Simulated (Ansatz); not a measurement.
# C2H7GaO3: how energies converge with the basis set

How large a basis does C2H7GaO3 need? Two functionals are run in growing sets.

Computed with Ansatz 0.2.0, Gaussian basis. Level: one geometry, several basis sets.

Plan: PBE0-D4/def2-SVP; ωB97M-V/def2-SVP; PBE0-D4/def2-QZVPP; ωB97M-V/def2-QZVPP; the functionals' def2-TZVPP values are taken from earlier runs.

### 1 Structure used throughout

All runs share one geometry, relaxed beforehand with PBE0-D4 in a triple-zeta def2 set.

SMILES `C[O][Ga]([OH])[O]C`, 13 atoms, charge 0, spin multiplicity 1.

Atoms are counted from 1 here; the program's logs count them from 0.

Bond lengths: C1–O2 1.406 Å, C1–H7 1.094 Å, C1–H8 1.097 Å, C1–H9 1.097 Å, O2–Ga3 1.778 Å, Ga3–O4 1.769 Å, Ga3–O5 1.769 Å, O4–H10 0.960 Å, O5–C6 1.406 Å, C6–H11 1.094 Å, C6–H12 1.097 Å, C6–H13 1.097 Å. Angles: O2–C1–H7 108.3°, O2–C1–H8 112.8°, O2–C1–H9 112.1°, H7–C1–H8 107.7°, H7–C1–H9 107.7°, H8–C1–H9 108.0°, C1–O2–Ga3 125.9°, O2–Ga3–O4 117.0°, O2–Ga3–O5 126.1°, O4–Ga3–O5 116.8°, Ga3–O4–H10 112.0°, Ga3–O5–C6 125.0°, O5–C6–H11 108.1°, O5–C6–H12 112.2°, O5–C6–H13 112.9°, H11–C6–H12 107.7°, H11–C6–H13 107.7°, H12–C6–H13 108.1°.

### 2 PBE0-D4 in def2-SVP

Contents of in.yaml:

```yaml
crystal:
  periodic: [false, false, false]
  atoms:
    - {symbol: C, position_ang: [0.348098, -1.358372, 1.312106]}
    - {symbol: O, position_ang: [1.329715, -0.709955, 0.542713]}
    - {symbol: Ga, position_ang: [1.037183, 0.563806, -0.662661]}
    - {symbol: O, position_ang: [2.453769, 1.240420, -1.477803]}
    - {symbol: O, position_ang: [-0.539185, 1.220400, -1.124398]}
    - {symbol: C, position_ang: [-1.774242, 0.793331, -0.606159]}
    - {symbol: H, position_ang: [0.821875, -2.190160, 1.841439]}
    - {symbol: H, position_ang: [-0.465317, -1.770568, 0.703154]}
    - {symbol: H, position_ang: [-0.093855, -0.692456, 2.063188]}
    - {symbol: H, position_ang: [3.270479, 0.838826, -1.172063]}
    - {symbol: H, position_ang: [-2.547882, 1.477984, -0.965039]}
    - {symbol: H, position_ang: [-2.038004, -0.216056, -0.944505]}
    - {symbol: H, position_ang: [-1.802623, 0.802820, 0.490016]}
basis:
  gaussian: {orbitals: def2-SVP}
hamiltonian: {xc: pbe0, dispersion: d4}
output: {orbitals: {seedname: orbitals}}
```

Launch:

```
ansatz run in.yaml --threads 4 --pin off --events-out ev --progress --plain --max-ram 11315MiB
```

Further steps of the session: ωB97M-V in def2-SVP; PBE0-D4 in def2-QZVPP; ωB97M-V in def2-QZVPP.

**Question.** What will the summary of the whole plan be? Wanted: PBE0-D4: double and triple zeta above quadruple; ωB97M-V: double and triple zeta above quadruple.

The runs gave:

```
                                       quantity           value
PBE0-D4: double and triple zeta above quadruple  18.45, 1.70 eV
ωB97M-V: double and triple zeta above quadruple  18.66, 1.64 eV
```

In words: For PBE0-D4 the step from double to triple zeta gains 16.75 eV and the next only 1.70 eV. Total energies overstate the basis error of differences, where much of it tends to cancel. The LUMO of ωB97M-V is positive and keeps falling with the basis (1.25 to 0.66 eV): an unbound level that the basis holds in place.
